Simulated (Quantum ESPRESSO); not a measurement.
Runs of Quantum ESPRESSO 7.5 on SbSe2. The cell holds a sheet with vacuum, 3 atoms: a = 3.886 Å, b = 3.886 Å, c = 30.389 Å, α = 90.00°, β = 90.00°, γ = 120.00°. The cell was built by a generator and needn't be a form met in nature.

| level | form of the LDA correlation | gap on the mesh (eV) | largest force (eV/Å) | work function (eV) |
| --- | --- | --- | --- | --- |
| LDA | PZ81 | none | 0.38 | 5.46 |
| AM05 | - | none | 0.25 | 5.22 |
| BLYP | - | none | 0.34 | (b) |
| PBEsol | - | none | 0.25 | 5.32 |
| revPBE | - | none | 0.10 | (a) |

Alike in all rows: task work function; potentials or basis SG15 PBE 1.2; no spin polarisation; cell as given; k mesh 8 × 8 × 1; cutoff (eV) 952; smearing fermi-dirac 0.05 eV.

Question: Fill in the values left out.

Answer: (a) 5.25; (b) 5.12.

Caveats: the potentials were made for another functional, which shifts forces and pressure.

A k mesh can miss the band edges, and the runs leave out spin-orbit coupling on Sb, Se.

A gap of «none» marks a metal or a gap under the smearing width.

Runs at the PBE level aren't shown here.
